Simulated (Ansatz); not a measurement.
# GeTi: the cost of one run

The runs use Ansatz 0.2.0, Gaussian basis; def2-TZVPP, core rule «outside noble gas», up to 23 orbitals frozen.

The runs, in order: UHF; CCSD(T) on ROHF; CCSD(T) on UHF; CCSDT(Q) on ROHF; CCSDT(Q) on UHF.

7 further runs of the same task are left out: 6 for a known fault of the program, 1 set aside as unsound or not needed.

## 1. What is computed

The geometry is a PBE0/def2-TZVP stationary point (not a proven minimum) of the parent state, kept for this charge and spin. No spin-orbit coupling is included. The filled d shell of Ge may be among the frozen orbitals whatever the setting's name suggests; the logs give the count.

2 atoms, charge 1, spin multiplicity 4.

Atoms are counted from 1 here; the program's logs count them from 0.

Bond lengths: Ti1–Ge2 2.476 Å.

Geometry (Å):

```
atom   x (Å)   y (Å)   z (Å)
 Ti1  0.0000  0.0000  0.0000
 Ge2  0.0000  0.0000  2.4760
```

## 2. UHF

The input, in.yaml:

```yaml
crystal:
  periodic: [false, false, false]
  atoms:
    - {symbol: Ti, position_ang: [0.000000, 0.000000, 0.000000]}
    - {symbol: Ge, position_ang: [0.000000, 0.000000, 2.476000]}
basis:
  gaussian: {orbitals: def2-TZVPP}
total_charge: 1
magnetization: {spin_polarized: true, initial_magnetization: 3}
hamiltonian: {xc: hf}
output: {orbitals: {seedname: orbitals}}
```

The run is started by

```
ansatz run in.yaml --threads 1 --pin off --events-out ev --progress --plain --max-ram 2816MiB --backend cpu
```

Q: Estimate wall time and peak memory on 1 thread of AMD EPYC 7R13, shared host.

About 87 s, with a peak of 0.34 GiB.
